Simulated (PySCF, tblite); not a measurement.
# C4H11GeNS2: geometry, infrared bands and NMR shifts

Wanted: the infrared bands and NMR shifts of C4H11GeNS2 (`C[NH][Ge@H]([CH3])[S]C(C)=S`), by calculation.

Programs: tblite 0.8.0 and PySCF 2.14.0, with density-fitted response routines of our own. Each step states its level of theory. These are calculated values for one molecule in the gas phase, unless marked as measured. Atoms count from 0, in the outputs and in this text.

## Step 1: The starting structure

19 atoms, charge 0, multiplicity 1; geometry from: force field or distance geometry start.

Bonds of the start (Å): C0–N1 1.44, N1–Ge2 1.87, Ge2–C3 1.94, Ge2–S4 2.21, S4–C5 1.78, C5–C6 1.51, C5–S7 1.43, C0–H8 1.12, C0–H9 1.10, C0–H10 1.10, N1–H11 1.04, Ge2–H12 1.55, C3–H13 1.13, C3–H14 1.11, C3–H15 1.09, C6–H16 1.13, C6–H17 1.12, C6–H18 1.11.

## Step 2: Geometry optimisation with GFN2-xTB

What the job is given:

```
{"job": {"kind": "relax", "xc": "GFN2-xTB", "basis": "xTB"}, "charge": 0, "multiplicity": 1}
C     -2.515000     1.150100     1.484700
N     -2.123300    -0.177300     1.089000
Ge    -0.825200     0.001700    -0.249500
C     -1.212500    -1.312900    -1.626800
S      1.115900    -0.328500     0.752500
C      2.489700     0.147300    -0.281600
C      3.873000    -0.030300     0.294000
S      2.303600     0.687100    -1.598100
H     -3.421200     1.381300     0.875200
H     -1.715400     1.857500     1.229600
H     -2.755200     1.151600     2.553200
H     -2.913300    -0.789800     0.820500
H     -0.934600     1.401100    -0.899800
H     -1.337100    -2.336200    -1.166800
H     -2.165600    -1.086700    -2.144800
H     -0.429000    -1.401100    -2.380600
H      4.063400    -1.135500     0.185400
H      3.905600     0.264500     1.370000
H      4.586300     0.565100    -0.313500
```

Launch:

```sh
> OMP_NUM_THREADS=1 python probes_run.py task.json out
```

This one command runs all jobs of the session in turn.

**Question.** This job is followed by: GFN2-xTB harmonic vibrations, gas phase; GIAO PBE0/pcSseg-1 NMR shielding, non-relativistic, gas phase. Predict these results of the whole session: strongest single infrared mode (GFN2-xTB); zero-point energy (GFN2-xTB); 13C shifts against TMS (PBE0/pcSseg-1); 1H shifts against TMS (PBE0/pcSseg-1, means over atoms taken as alike); 15N shifts against NH3 (PBE0/pcSseg-1); 73Ge shifts against GeMe4 (PBE0/pcSseg-1); 33S shifts against CS2 (PBE0/pcSseg-1).

As calculated:

| quantity | value |
| --- | --- |
| strongest single infrared mode (GFN2-xTB) | 1910 cm⁻¹, 241 km/mol |
| zero-point energy (GFN2-xTB) | 88.2 kcal/mol |
| 13C shifts against TMS (PBE0/pcSseg-1) | 261.7, 44.4, 35.5, 3.8 ppm |
| 1H shifts against TMS (PBE0/pcSseg-1, means over atoms taken as alike) | 5.79, 3.11, 2.90, 0.91, 0.22 ppm |
| 15N shifts against NH3 (PBE0/pcSseg-1) | 37.5 ppm |
| 73Ge shifts against GeMe4 (PBE0/pcSseg-1) | -3 ppm |
| 33S shifts against CS2 (PBE0/pcSseg-1) | 769, 286 ppm |

**Reading.** The optimisation took 105 steps and gained 1.810 eV; among the close pairs (by a distance rule), C5–S7 changed most, from 1.435 to 1.637 Å. All 51 modes are real, so the xTB geometry is a minimum. The strongest single mode, at 1910 cm⁻¹, moves mainly H12. GFN2-xTB is a fitted tight-binding method: band positions and strengths are rough. Its intensities can rank the bands wrongly. The most deshielded carbon is C5 (thiocarbonyl carbon), at 261.7 ppm: low-lying n→π* states of the double bond to the heteroatom give a large paramagnetic term (-338 ppm). At PBE0/pcSseg-1: The largest span, 1433 ppm, is at S7, where the paramagnetic term is -1326 ppm. Spin-orbit coupling is left out, which matters for shieldings and couplings at and beside the heavy atoms.
